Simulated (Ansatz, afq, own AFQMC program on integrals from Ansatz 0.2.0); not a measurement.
# CoN2+ (triplet): AFQMC on the coupled-cluster ladder at distance Co1–N2 = 1.723 Å, def2-SVP

How near does AFQMC come to the top of the ladder for CoN2+ (triplet)?

Method: def2-SVP, frozen cores; program: Ansatz 0.2.0, Gaussian basis, and an in-house AFQMC program (afq) on its integrals; all values are calculated.

The runs, in order: PBE (unrestricted); r2SCAN (unrestricted); PBE0 (unrestricted); B3LYP (unrestricted); wB97M-V (unrestricted); B2PLYP (unrestricted); CCSD(T) on UHF; CCSDT(Q) on UHF; Phaseless AFQMC, CISD trial on UHF.

2 further runs of the same task are left out: 2 that didn't finish.

## 1. The geometry

The geometry derives from a PBE0/def2-TZVP stationary point (not a proven minimum). One bond is set to the value named and the two fragments are kept rigid.

3 atoms, charge 1, spin multiplicity 3.

Atoms are counted from 1 here; the program's logs count them from 0.

Bond lengths: Co1–N2 1.723 Å, N2–N3 1.092 Å. Angles: Co1–N2–N3 180.0°.

## 2. PBE (unrestricted)

in.yaml

```yaml
crystal:
  periodic: [false, false, false]
  atoms:
    - {symbol: Co, position_ang: [0.000000, 0.000000, 1.512667]}
    - {symbol: N, position_ang: [0.000000, 0.000000, -0.210333]}
    - {symbol: N, position_ang: [0.000000, 0.000000, -1.302333]}
basis:
  gaussian: {orbitals: def2-SVP}
total_charge: 1
magnetization: {spin_polarized: true, initial_magnetization: 2}
hamiltonian: {xc: {name: PBE}}
output: {orbitals: {seedname: orbitals}}
```

On the command line:

```console
> ansatz run in.yaml --threads 1 --pin off --events-out ev --progress --plain --max-ram 5120MiB --backend cpu
```

Standard output:

```text
Functional definition: PBE
  name "PBE"
  cite "Perdew, Burke & Ernzerhof, Phys. Rev. Lett. 77, 3865 (1996) doi:10.1103/PhysRevLett.77.3865"
  parent pbe
  parameter kappa = 0.804
  parameter beta = 0.06672455060314922
  exchange = pbe_x(kappa = kappa, mu = beta*pi^2/3)
  correlation = pbe_c(beta = beta)
730 factors; their error is unknown
mean field evaluation 1: about -40564.2556 eV, gradient 7.2e1 eV
mean field evaluation 2: about -40135.5398 eV, gradient 2.0e2 eV
mean field evaluation 4: about -40501.9304 eV, gradient 1.3e2 eV
mean field evaluation 8: about -40582.1551 eV, gradient 8.6e-2 eV
mean field evaluation 16: about -40580.4722 eV, gradient 1.0e1 eV
mean field evaluation 32: about -40582.1551 eV, gradient 4.0e-2 eV
mean field evaluation 64: about -40581.7057 eV, gradient 1.6e-2 eV
mean field -40582.15514277 eV, -1491.3666939242 hartree, gradient 1.0e-5 eV, S^2 2.011808; 8 other end points of the search recorded, 0 dependent functions left out
reference -40582.15517670 eV, -1491.3666951710 hartree; 21, 19 occupied and 38, 40 virtual orbitals, 730 factors
Total energy: -40582.15517670 eV, -1491.3666951710 hartree
```

Wall time 9 s (1 thread of AMD EPYC 7R13 (Zen 3), shared host); peak memory 0.73 GiB.

From the report: ⟨S²⟩ of the determinant 2.012 (pure triplet: 2.00).

## 3. r2SCAN (unrestricted)

in.yaml, as its differences from that of step 2:

```diff
@@ -10,3 +10,2 @@
 magnetization: {spin_polarized: true, initial_magnetization: 2}
-hamiltonian: {xc: {name: PBE}}
-output: {orbitals: {seedname: orbitals}}
+hamiltonian: {xc: {name: r2SCAN}}
```

The command is unchanged.

Standard output, shortened:

```text
Functional definition: r2SCAN
  name "r2SCAN"
  cite "Furness, Kaplan, Ning, Perdew & Sun, J. Phys. Chem. Lett. 11, 8208 (2020) doi:10.1021/acs.jpclett.0c02405"
  cite "Furness, Kaplan, Ning, Perdew & Sun, J. Phys. Chem. Lett. 11, 9248 (2020) doi:10.1021/acs.jpclett.0c03077"
  parent r2scan
[...]
730 factors; their error is unknown
[...]
mean field -40589.98401108 eV, -1491.6543995280 hartree, gradient 3.5e-6 eV, S^2 2.011530; 1 other end points of the search recorded, 0 dependent functions left out
reference -40589.98402026 eV, -1491.6543998651 hartree; 21, 19 occupied and 38, 40 virtual orbitals, 730 factors
Total energy: -40589.98402026 eV, -1491.6543998651 hartree
```

Wall time 4.6 s (1 thread of AMD EPYC 7R13 (Zen 3), shared host); peak memory 0.73 GiB.

From the report: ⟨S²⟩ of the determinant 2.012 (pure triplet: 2.00).

## 4. PBE0 (unrestricted)

in.yaml, as its differences from that of step 3:

```diff
@@ -10,2 +10,3 @@
 magnetization: {spin_polarized: true, initial_magnetization: 2}
-hamiltonian: {xc: {name: r2SCAN}}
+hamiltonian: {xc: {name: PBE0}}
+output: {orbitals: {seedname: orbitals}}
```

The command is unchanged.

Standard output, shortened:

```text
Functional definition: PBE0
  name "PBE0"
  cite "Adamo & Barone, J. Chem. Phys. 110, 6158 (1999) doi:10.1063/1.478522"
  cite "Perdew, Burke & Ernzerhof, Phys. Rev. Lett. 77, 3865 (1996) doi:10.1103/PhysRevLett.77.3865"
  parent pbe
[...]
616 factors; integrals over basis functions are off by at most 1.0e-3 eV
[...]
mean field -40582.24700996 eV, -1491.3700699811 hartree, gradient 5.9e-6 eV, S^2 2.011757; 2 other end points of the search recorded, 0 dependent functions left out
reference -40582.24703247 eV, -1491.3700708081 hartree; 21, 19 occupied and 38, 40 virtual orbitals, 616 factors
Total energy: -40582.24703247 eV, -1491.3700708081 hartree
```

Wall time 3.3 s (1 thread of AMD EPYC 7R13 (Zen 3), shared host); peak memory 0.73 GiB.

From the report: ⟨S²⟩ of the determinant 2.012 (pure triplet: 2.00).

## 5. B3LYP (unrestricted)

in.yaml, as its differences from that of step 4:

```diff
@@ -10,3 +10,2 @@
 magnetization: {spin_polarized: true, initial_magnetization: 2}
-hamiltonian: {xc: {name: PBE0}}
-output: {orbitals: {seedname: orbitals}}
+hamiltonian: {xc: {name: B3LYP}}
```

Launched as before.

Standard output, shortened:

```text
Functional definition: B3LYP
  name "B3LYP"
  cite "Stephens, Devlin, Chabalowski & Frisch, J. Phys. Chem. 98, 11623 (1994) doi:10.1021/j100096a001"
  cite "Becke, Phys. Rev. A 38, 3098 (1988) doi:10.1103/PhysRevA.38.3098"
  cite "Lee, Yang & Parr, Phys. Rev. B 37, 785 (1988) doi:10.1103/PhysRevB.37.785"
  cite "Vosko, Wilk & Nusair, Can. J. Phys. 58, 1200 (1980) doi:10.1139/p80-159"
[...]
616 factors; integrals over basis functions are off by at most 1.0e-3 eV
[...]
mean field -40592.79928469 eV, -1491.7578589249 hartree, gradient 8.6e-6 eV, S^2 2.010701; 2 other end points of the search recorded, 0 dependent functions left out
reference -40592.79945948 eV, -1491.7578653480 hartree; 21, 19 occupied and 38, 40 virtual orbitals, 616 factors
Total energy: -40592.79945948 eV, -1491.7578653480 hartree
```

Wall time 3.1 s (1 thread of AMD EPYC 7R13 (Zen 3), shared host); peak memory 0.73 GiB.

From the report: ⟨S²⟩ of the determinant 2.011 (pure triplet: 2.00).

## 6. wB97M-V (unrestricted)

in.yaml, as its differences from that of step 5:

```diff
@@ -10,2 +10,3 @@
 magnetization: {spin_polarized: true, initial_magnetization: 2}
-hamiltonian: {xc: {name: B3LYP}}
+hamiltonian: {xc: {name: wB97M-V}}
+output: {orbitals: {seedname: orbitals}}
```

Same command.

Standard output, shortened:

```text
Functional definition: wB97M-V
  name "wB97M-V"
  cite "Mardirossian & Head-Gordon, J. Chem. Phys. 144, 214110 (2016) doi:10.1063/1.4952647"
  cite "Becke, J. Chem. Phys. 107, 8554 (1997) doi:10.1063/1.475007"
  cite "Vydrov & Van Voorhis, J. Chem. Phys. 133, 244103 (2010) doi:10.1063/1.3521275"
  # Of w^i u^j: cxij and so on, Table III.
[...]
  gx(w, u) = 1 - cx + cx01*u + cx10*w
  gss(w, u) = css00 + css04*u^4 + css10*w + css20*w^2 + css43*w^4*u^3
  gos(w, u) = cos00 + cos10*w + (cos20 + cos21*u)*w^2 + (cos60 + cos61*u)*w^6
[...]
      + integral(e_c_pw_mod_opposite_spin*gos(b97_w_opposite, b97_u_opposite)) + vv10(b, c)
616 factors; integrals over basis functions are off by at most 1.0e-3 eV
104 factors; integrals over basis functions are off by at most 2.5e-4 eV
[...]
mean field -40589.06677752 eV, -1491.6206918163 hartree, gradient 8.8e-6 eV, S^2 2.008961; 3 other end points of the search recorded, 0 dependent functions left out
reference -40589.06681613 eV, -1491.6206932352 hartree; 21, 19 occupied and 38, 40 virtual orbitals, 616 factors
Total energy: -40589.06681613 eV, -1491.6206932352 hartree
```

Run time: 12 s. Hardware: 1 thread of AMD EPYC 7R13 (Zen 3), shared host; peak memory 0.73 GiB.

From the report: ⟨S²⟩ of the determinant 2.009 (pure triplet: 2.00).

## 7. B2PLYP (unrestricted)

in.yaml, as its differences from that of step 6:

```diff
@@ -10,3 +10,3 @@
 magnetization: {spin_polarized: true, initial_magnetization: 2}
-hamiltonian: {xc: {name: wB97M-V}}
-output: {orbitals: {seedname: orbitals}}
+hamiltonian: {xc: {name: B2PLYP}}
+correlation: {electrons: outside_noble_gas}
```

Same command.

Standard output, shortened:

```text
Functional definition: B2PLYP
  name "B2PLYP"
  cite "Grimme, J. Chem. Phys. 124, 034108 (2006) doi:10.1063/1.2148954"
  cite "Becke, Phys. Rev. A 38, 3098 (1988) doi:10.1103/PhysRevA.38.3098"
  cite "Lee, Yang & Parr, Phys. Rev. B 37, 785 (1988) doi:10.1103/PhysRevB.37.785"
[...]
616 factors; integrals over basis functions are off by at most 1.0e-3 eV
[...]
mean field -40576.11620953 eV, -1491.1447672209 hartree, gradient 3.3e-6 eV, S^2 2.010707; 6 other end points of the search recorded, 0 dependent functions left out
11 core orbitals not correlated: weight in the atoms' cores, before any rotation towards them, 0.999 or more for the frozen orbitals, at most 0.000 for the correlated occupied ones
reference -40576.11631542 eV, -1491.1447711122 hartree; 10, 8 occupied and 38, 40 virtual orbitals, 616 factors
second order -17.79571962 eV of doubles, -0.00000000 eV of singles
Total energy: -40580.92115972 eV, -1491.3213458833 hartree
```

It took 8.5 s on 1 thread of AMD EPYC 7R13 (Zen 3), shared host; peak memory 0.73 GiB.

From the report: ⟨S²⟩ of the determinant 2.011 (pure triplet: 2.00).

## 8. CCSD(T) on UHF

in.yaml, as its differences from that of step 7:

```diff
@@ -10,3 +10,2 @@
 magnetization: {spin_polarized: true, initial_magnetization: 2}
-hamiltonian: {xc: {name: B2PLYP}}
-correlation: {electrons: outside_noble_gas}
+correlation: {method: ccsd_t, electrons: outside_noble_gas, hamiltonian_folder: ham}
```

On the command line:

```console
> ansatz run in.yaml --threads 1 --pin off --events-out ev --progress --plain --max-ram 15360MiB --backend cuda --devices 0, --max-vram 18GiB
```

Standard output, shortened:

```text
Functional definition: HF
  name "HF"
  cite "Fock, Z. Phys. 61, 126 (1930) doi:10.1007/BF01340294"
  parent pbe
[...]
616 factors; integrals over basis functions are off by at most 1.0e-3 eV
[...]
mean field -40538.36370904 eV, -1489.7573884176 hartree, gradient 2.6e-6 eV, S^2 2.021631; 31 other end points of the search recorded, 0 dependent functions left out
determinant -40538.36370904 eV, -1489.7573884176 hartree, with singles and doubles -40552.07899786 eV, -1490.2614159849 hartree
determinant -40538.28553623 eV, -1489.7545156197 hartree, with singles and doubles -40551.56590641 eV, -1490.2425602219 hartree
determinant -40538.11210201 eV, -1489.7481420297 hartree, with singles and doubles -40551.29252340 eV, -1490.2325135815 hartree
determinant -40538.02075146 eV, -1489.7447849588 hartree, with singles and doubles -40551.75033377 eV, -1490.2493378023 hartree
[...]
determinant -40538.36370904 eV, -1489.7573884176 hartree, with singles and doubles -40552.08179730 eV, -1490.2615188624 hartree
determinant -40538.28553623 eV, -1489.7545156197 hartree, with singles and doubles -40551.66314037 eV, -1490.2461335040 hartree
determinant -40538.02075146 eV, -1489.7447849588 hartree, with singles and doubles -40551.75951621 eV, -1490.2496752509 hartree
determinant -40537.90035970 eV, -1489.7403606434 hartree, with singles and doubles -40551.70375085 eV, -1490.2476259115 hartree
11 core orbitals not correlated: weight in the atoms' cores, before any rotation towards them, 0.999 or more for the frozen orbitals, at most 0.001 for the correlated occupied ones
reference -40538.36370904 eV, -1489.7573884176 hartree; 10, 8 occupied and 38, 40 virtual orbitals, 616 factors
second order -13.99440950 eV of doubles, -0.00000000 eV of singles
cycle   1  -13.71809911 eV  change   -1.1e-5 eV  update   4.7e-6
perturbative correction -0.55868779 eV, -0.0205313977 hartree
Total energy: -40552.64049595 eV, -1490.2820506592 hartree
```

Wall time 44 s (1 × NVIDIA H100 80GB HBM3 with 1 thread of AMD EPYC 7R13 (Zen 3), shared host); peak host memory 0.8 GiB.

From the report: ⟨S²⟩ of the determinant 2.022 (pure triplet: 2.00); correlation -14.2768 eV; T1 0.026; largest double amplitude 0.06.

This run also writes the integrals to the folder ham.

## 9. CCSDT(Q) on UHF

in.yaml, as its differences from that of step 8:

```diff
@@ -10,2 +10,2 @@
 magnetization: {spin_polarized: true, initial_magnetization: 2}
-correlation: {method: ccsd_t, electrons: outside_noble_gas, hamiltonian_folder: ham}
+correlation: {method: ccsdt_q, electrons: outside_noble_gas}
```

Launched as before.

Standard output, shortened:

```text
Functional definition: HF
  name "HF"
  cite "Fock, Z. Phys. 61, 126 (1930) doi:10.1007/BF01340294"
  parent pbe
[...]
1074 factors; integrals over basis functions are off by at most 1.9e-7 eV
[...]
mean field -40538.36385556 eV, -1489.7573938017 hartree, gradient 2.2e-6 eV, S^2 2.021634; 35 other end points of the search recorded, 0 dependent functions left out
determinant -40538.36385556 eV, -1489.7573938017 hartree, with singles and doubles -40552.07917833 eV, -1490.2614226170 hartree
determinant -40538.28567093 eV, -1489.7545205698 hartree, with singles and doubles -40551.56608125 eV, -1490.2425666471 hartree
determinant -40538.11223682 eV, -1489.7481469838 hartree, with singles and doubles -40551.29270211 eV, -1490.2325201490 hartree
determinant -40538.02089165 eV, -1489.7447901107 hartree, with singles and doubles -40551.75050745 eV, -1490.2493441851 hartree
[...]
determinant -40538.02089165 eV, -1489.7447901107 hartree, with singles and doubles -40551.75969023 eV, -1490.2496816461 hartree
determinant -40537.90049670 eV, -1489.7403656779 hartree, with singles and doubles -40551.70392285 eV, -1490.2476322328 hartree
determinant -40537.53996703 eV, -1489.7271164569 hartree, with singles and doubles -40552.08765065 eV, -1490.2617339690 hartree
11 core orbitals not correlated: weight in the atoms' cores, before any rotation towards them, 0.999 or more for the frozen orbitals, at most 0.001 for the correlated occupied ones
reference -40538.36385556 eV, -1489.7573938017 hartree; 10, 8 occupied and 38, 40 virtual orbitals, 1074 factors
second order -13.99445256 eV of doubles, -0.00000000 eV of singles
cycle   1  -13.00367220 eV  change    9.9e-1 eV  update   1.6e-1
[...]
cycle  30  -14.29348701 eV  change    6.5e-7 eV  update   1.8e-6
perturbative correction -0.05849328 eV, -0.0021495884 hartree
Total energy: -40552.71583585 eV, -1490.2848193493 hartree
```

It took 56 s on 1 × NVIDIA H100 80GB HBM3 with 1 thread of AMD EPYC 7R13 (Zen 3), shared host; peak host memory 0.92 GiB.

From the report: ⟨S²⟩ of the determinant 2.022 (pure triplet: 2.00); correlation -14.3520 eV; T1 0.027; largest double amplitude 0.07.

## 10. Phaseless AFQMC, CISD trial on UHF

It reads the integrals that the CCSD(T) run on this determinant wrote.

On the command line:

```console
> afq ham --method phaseless --trial cisd --walkers 4000 --populations 20 --least-time 60 --time-step 0.005 --steps-per-block 50 --equilibration-blocks 40 --max-blocks 4000 --target-error 0.00026 --factor-cut 1e-05 --start spin_pure --seed 6265 --release-times 0.24,0.6,1.2,1.8,2.6 --release-step 0.04 --release-every 4 --taylor-order 6
```

Standard output:

```text
orbitals 48  electrons 10 8  factors 409 of 616
reference energy -1489.75738842 Eh
CCSD correlation -0.50413084 Eh in 17 cycles, weight of the determinant in the CISD state 0.8426
energy of the start -1490.260021 Eh
 block  time / (1/Eh)  mean weight  energy / Eh
     1     0.250  0.9996  -1490.254260
     2     0.500  1.0003  -1490.264893
     3     0.750  1.0001  -1490.271445
     4     1.000  0.9997  -1490.274965
     5     1.250  1.0002  -1490.277647
     6     1.500  1.0004  -1490.279270
     7     1.750  1.0003  -1490.279235
     8     2.000  0.9997  -1490.279271
     9     2.250  0.9997  -1490.281107
    10     2.500  0.9997  -1490.283017
    13     3.250  1.0000  -1490.283946
    17     4.250  1.0004  -1490.281476
    21     5.250  1.0001  -1490.284357
    25     6.250  1.0001  -1490.284197
    29     7.250  1.0003  -1490.283795
    33     8.250  0.9997  -1490.280659
    37     9.250  1.0001  -1490.284919
    41    10.250  0.9999  -1490.282790
    45    11.250  0.9999  -1490.285900
    49    12.250  0.9998  -1490.284890
    53    13.250  1.0005  -1490.288157
    57    14.250  1.0008  -1490.286886
    61    15.250  0.9999  -1490.284604
    65    16.250  1.0000  -1490.283724
    69    17.250  0.9998  -1490.283442
    73    18.250  1.0000  -1490.278764
    77    19.250  0.9999  -1490.284035
    81    20.250  0.9992  -1490.285262
    85    21.250  0.9995  -1490.286602
    89    22.250  0.9993  -1490.282264
    93    23.250  1.0000  -1490.285805
    97    24.250  1.0000  -1490.285758
   101    25.250  0.9995  -1490.284319
   105    26.250  0.9998  -1490.281083
   109    27.250  1.0004  -1490.283352
   113    28.250  0.9998  -1490.283456
   117    29.250  1.0002  -1490.280842
   121    30.250  1.0003  -1490.282464
   125    31.250  1.0006  -1490.281243
   129    32.250  1.0009  -1490.283182
   133    33.250  0.9996  -1490.282481
   137    34.250  0.9996  -1490.281764
   141    35.250  1.0001  -1490.282457
   145    36.250  0.9999  -1490.285578
   149    37.250  1.0004  -1490.280588
   153    38.250  1.0005  -1490.281752
   157    39.250  0.9992  -1490.282985
   161    40.250  1.0002  -1490.283025
   165    41.250  0.9999  -1490.284826
   169    42.250  0.9998  -1490.281356
   173    43.250  0.9992  -1490.282336
   177    44.250  1.0000  -1490.283980
   181    45.250  1.0002  -1490.279538
   185    46.250  1.0000  -1490.285487
   189    47.250  1.0002  -1490.285589
   193    48.250  1.0004  -1490.282027
error from the spread of 20 populations
released: time / (1/Eh)  energy / Eh  error  mean overlap
  0.24  -1490.283342  0.001010  0.9977
  0.60  -1490.284789  0.000321  0.9920
  1.20  -1490.285264  0.000529  0.9873
  1.80  -1490.285510  0.000503  0.9880
  2.60  -1490.287103  0.001443  0.9702
energy -1490.283533 +/- 0.000222 Eh
```

Run time: 2.7 min. Hardware: 1 × NVIDIA H100 80GB HBM3 with 2 threads of AMD EPYC 7R13 (Zen 3), shared host; peak host memory 1.6 GiB.

Energy -40552.6808 ± 0.0060 eV. Caveats: constraint bias not in the error.

## 11. All levels side by side

On the UHF determinant, counted from CCSDT(Q) (a yardstick, not exact):

```tsv
level	energy (eV)	from CCSDT(Q) (kcal/mol)	statistical error (kcal/mol)	time
HF	-40538.3637	+330.97		
MP2	-40552.3581	+8.25		
CCSD	-40552.0818	+14.62		
CCSD(T)	-40552.6405	+1.74		
CCSDT(Q)	-40552.7158	0.00		
Phaseless AFQMC, CISD trial, step 0.005, 4000 walkers	-40552.6808	+0.81	0.14	2.7 min
```

The functionals' totals stand on their own zeros and serve differences with other points: PBE -40582.155 eV; r2SCAN -40589.984 eV; PBE0 -40582.247 eV; B3LYP -40592.799 eV; wB97M-V -40589.067 eV; B2PLYP -40580.921 eV.

## 12. What came out

```
                                        quantity                  value
                    CCSD(T) on UHF from CCSDT(Q)         +1.74 kcal/mol
Phaseless AFQMC, CISD trial on UHF from CCSDT(Q)  +0.81 ± 0.14 kcal/mol
```

In words: On UHF the phaseless walk with the CISD trial lies +0.81 kcal/mol from CCSDT(Q), 6 times its error bar. Error bars are statistical and leave out the constraint, the time step and what remains of the start.
